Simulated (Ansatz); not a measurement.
# SeO (quintet): from Hartree-Fock to the top rungs, cc-pVDZ

How much of the correlation energy of SeO (quintet) does each wave-function method recover here?

The runs use Ansatz 0.2.0, Gaussian basis; cc-pVDZ, core rule «outside noble gas», up to 15 orbitals frozen.

The runs, in order: UHF; CCSD(T) on ROHF; CCSD(T) on UHF; BCCD(T) on ROHF; CISD; CCSDT(Q) on ROHF; CCSDT(Q) on UHF; CASSCF and MRCISD+Q, 12 electrons in 8 orbitals; CASSCF and NEVPT2, 12 electrons in 8 orbitals.

19 further runs of the same task are left out: 7 that didn't finish, 12 set aside as unsound or not needed.

### Step 1. The system

The geometry is a PBE0/def2-TZVP stationary point (not a proven minimum) of the parent state, kept for this charge and spin. No spin-orbit coupling is included. The filled d shell of Se may be among the frozen orbitals whatever the setting's name suggests; the logs give the count.

2 atoms, charge 0, spin multiplicity 5.

Atoms are counted from 1 here; the program's logs count them from 0.

Bond lengths: O1–Se2 1.633 Å.

### Step 2. UHF

The input, in.yaml:

```yaml
crystal:
  periodic: [false, false, false]
  atoms:
    - {symbol: O, position_ang: [0.000000, 0.000000, 0.000000]}
    - {symbol: Se, position_ang: [0.000000, 0.000000, 1.632800]}
basis:
  gaussian: {orbitals: cc-pVDZ}
magnetization: {spin_polarized: true, initial_magnetization: 4}
hamiltonian: {xc: hf}
output: {orbitals: {seedname: orbitals}}
```

Run with:

```bash
$ ansatz run in.yaml --threads 1 --pin off --events-out ev --progress --plain --max-ram 2393MiB
```

Further steps of the session: CCSD(T) on ROHF; CCSD(T) on UHF; BCCD(T) on ROHF; CISD; CCSDT(Q) on ROHF; CCSDT(Q) on UHF; CASSCF and MRCISD+Q, 12 electrons in 8 orbitals; CASSCF and NEVPT2, 12 electrons in 8 orbitals.

Before running them: what should the planned runs give, taken together? Wanted: UCCSDT(Q) below the RHF energy; RMP2 from UCCSDT(Q); UMP2 from UCCSDT(Q); RCCSD from UCCSDT(Q); RCCSD(T) from UCCSDT(Q); UCCSD(T) from UCCSDT(Q); RCCSDT(Q) from UCCSDT(Q); NEVPT2 valence from UCCSDT(Q); MRCISD+Q valence from UCCSDT(Q).

**Answer**, as computed:

```
                         quantity                                                   value
   UCCSDT(Q) below the RHF energy                                              -6.9407 eV
              RMP2 from UCCSDT(Q)                                              +748.0 meV
              UMP2 from UCCSDT(Q)                                              +784.7 meV
             RCCSD from UCCSDT(Q)                                              +161.7 meV
          RCCSD(T) from UCCSDT(Q)                                               +34.7 meV
          UCCSD(T) from UCCSDT(Q)                                               +26.3 meV
         RCCSDT(Q) from UCCSDT(Q)                                               +10.1 meV
    NEVPT2 valence from UCCSDT(Q)                                             +1221.9 meV
  MRCISD+Q valence from UCCSDT(Q)                                               +70.7 meV
levels within 1 kcal/mol (43 meV)  RCCSD(T), UCCSD(T), BCCD(T), RCCSDT, UCCSDT, RCCSDT(Q)
                    T1 diagnostic                                                   0.025
   effectively unpaired electrons                                                    4.00
```

**Reading.** RCCSD(T) lands +34.7 meV from the yardstick (0.5 % of the correlation energy). One determinant dominates. Of the multireference levels listed MRCISD+Q valence comes nearest in total energy (+70.7 meV), which doesn't show that its space is the better one. These misses are within one basis, not against nature; the frozen cores of restricted and unrestricted runs differ, which can shift their rows.
